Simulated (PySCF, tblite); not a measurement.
**C4H11BOSi: geometry, infrared bands and NMR shifts**

Aim: predict the infrared bands and NMR shifts of C4H11BOSi (`[SiH3]C[C@@H]1CBOC1`).

Programs: tblite 0.8.0 and PySCF 2.14.0, with density-fitted response routines of our own. Each step states its level of theory. These are calculated values for one molecule in the gas phase, unless marked as measured. Atoms count from 0, in the outputs and in this text.

## 1. The molecule as given

18 atoms, charge 0, multiplicity 1; geometry from: force field or distance geometry start.

Bonds of the start (Å): Si0–C1 1.85, C1–C2 1.49, C2–C3 1.53, C3–B4 1.60, B4–O5 1.47, O5–C6 1.39, C6–C2 1.51, Si0–H7 1.49, Si0–H8 1.46, Si0–H9 1.45, C1–H10 1.13, C1–H11 1.13, C2–H12 1.12, C3–H13 1.11, C3–H14 1.08, B4–H15 1.20, C6–H16 1.11, C6–H17 1.10.

## 2. Optimising the geometry with GFN2-xTB

Job settings and geometry (Å):

```
{"job": {"kind": "relax", "xc": "GFN2-xTB", "basis": "xTB"}, "charge": 0, "multiplicity": 1}
Si     2.168500     0.336300    -0.300900
C      0.936900    -0.946200     0.223700
C     -0.479200    -0.573600    -0.042200
C     -0.781000    -0.323900    -1.525600
B     -1.961400     0.741800    -1.314900
O     -1.382900     1.600800    -0.272400
C     -0.910300     0.691300     0.669800
H      3.045600     0.787400     0.814500
H      1.439000     1.525300    -0.735600
H      2.924200    -0.165300    -1.435700
H      1.010400    -1.149300     1.328100
H      1.170700    -1.884600    -0.359300
H     -1.134300    -1.395900     0.336000
H     -1.181000    -1.249900    -1.985800
H      0.053200     0.106400    -2.063700
H     -3.077200     0.324000    -1.148100
H     -1.774600     0.423100     1.318200
H     -0.075400     1.158800     1.217400
```

Run with:

```bash
> OMP_NUM_THREADS=1 python probes_run.py task.json out
```

The driver reads the jobs from task.json and runs them one after another.

**Question.** This job is followed by: GFN2-xTB harmonic vibrations, gas phase; GIAO PBE0/pcSseg-1 NMR shielding, non-relativistic, gas phase. What will the session give for the following? strongest single infrared mode (GFN2-xTB); zero-point energy (GFN2-xTB); 13C shifts against TMS (PBE0/pcSseg-1); 1H shifts against TMS (PBE0/pcSseg-1, means over atoms taken as alike); 29Si shifts against TMS (PBE0/pcSseg-1); 11B shifts against BF3·OEt2 (PBE0/pcSseg-1); 17O shifts against H2O (PBE0/pcSseg-1).

The runs gave:

| quantity | value |
| --- | --- |
| strongest single infrared mode (GFN2-xTB) | 2231 cm⁻¹, 402 km/mol |
| zero-point energy (GFN2-xTB) | 88.7 kcal/mol |
| 13C shifts against TMS (PBE0/pcSseg-1) | 82.8, 35.9, 31.9, 19.4 ppm |
| 1H shifts against TMS (PBE0/pcSseg-1, means over atoms taken as alike) | 5.30, 4.58, 4.18, 3.59, 2.65, 1.45, 1.05, 0.93, 0.79 ppm |
| 29Si shifts against TMS (PBE0/pcSseg-1) | -81.6 ppm |
| 11B shifts against BF3·OEt2 (PBE0/pcSseg-1) | 49.2 ppm |
| 17O shifts against H2O (PBE0/pcSseg-1) | 229.6 ppm |

The optimisation took 146 steps and gained 1.899 eV; among the close pairs (by a distance rule), B4–O5 changed most, from 1.469 to 1.334 Å. All 48 modes are real, so the xTB geometry is a minimum. The strongest single mode, at 2231 cm⁻¹, moves mainly H7. Unscaled tight-binding wavenumbers are off by several per cent, some by more. Its intensities can rank the bands wrongly. At PBE0/pcSseg-1: Shielding is most anisotropic at O5 (span 413 ppm, paramagnetic term -287 ppm).
